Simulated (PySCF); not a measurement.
# Accurate constants of SnCl+, step by step

The task here is to estimate one member of a computed series from the others.

Computed with PySCF 2.14.0. Level: CCSD(T) on RHF, scalar-relativistic core potentials.

2 further runs of the same task are left out: 2 set aside as unsound or not needed.

Set-up of the first run:

| Property | Result |
| --- | --- |
| molecule | SnCl+ |
| state | singlet, unpaired electrons none |
| smaller basis | Sn cc-pwCVDZ-PP with ECP28, Cl aug-cc-pV(D+d)Z |
| larger basis | Sn cc-pwCVTZ-PP with ECP28, Cl aug-cc-pV(T+d)Z |
| frozen core orbitals | 9 |
| extrapolation | correlation as n⁻³ (n = 2, 3), Hartree–Fock as (n+1)·exp(−9√n) |
| corrections | core–valence correlation |
| distances (Å) | 2.0038, 2.0948, 2.1859, 2.2770, 2.3681, 2.4819, 2.5958 |
| masses (u) | 119.9022, 34.9689 |
| dissociation limit | Sn+ + Cl |

Command:

```bash
$ OMP_NUM_THREADS=4 python comp.py task.json out
```

Steps of the session up to this table: Coupled cluster at each distance.

One table of the session follows, with a row left open; its other results are not shown here.

Parts of the energy along the bond, in eV from Sn+ + Cl:

```
 R (Å)  HF/CBS  CCSD corr.      (T)  core–valence
2.0038  -1.925      -1.226  -0.1750       -0.0209
2.0948  -2.502      -1.196  -0.1825       -0.0160
2.1859  -2.769      -1.177  -0.1915       -0.0121
2.2770  -2.818      -1.166  -0.2013       -0.0091
2.3681  -2.718      -1.159  -0.2120       -0.0067
2.4819       ?           ?        ?             ?
2.5958  -2.099      -1.156  -0.2412       -0.0027
```

Estimate the missing values for R (Å) = 2.4819.

Worked estimate for «HF/CBS». A straight line through the neighbours (2.3681, -2.718) and (2.5958, -2.099) gives -2.718 + (-2.099 + 2.718) × (2.4819 − 2.3681) / (2.5958 − 2.3681) = -2.409; a parabola fitted to 3 rows on both sides gives -2.475.

**Answer.** HF/CBS: -2.455; CCSD corr.: -1.155; (T): -0.2262; core–valence: -0.0044. In «HF/CBS» the line misses by +0.046 and the parabola by -0.020.

Limits of these values: Spin–orbit coupling and excitations beyond (T) are left out. An extrapolation from double and triple zeta is rough, so this isn't yet the limit.
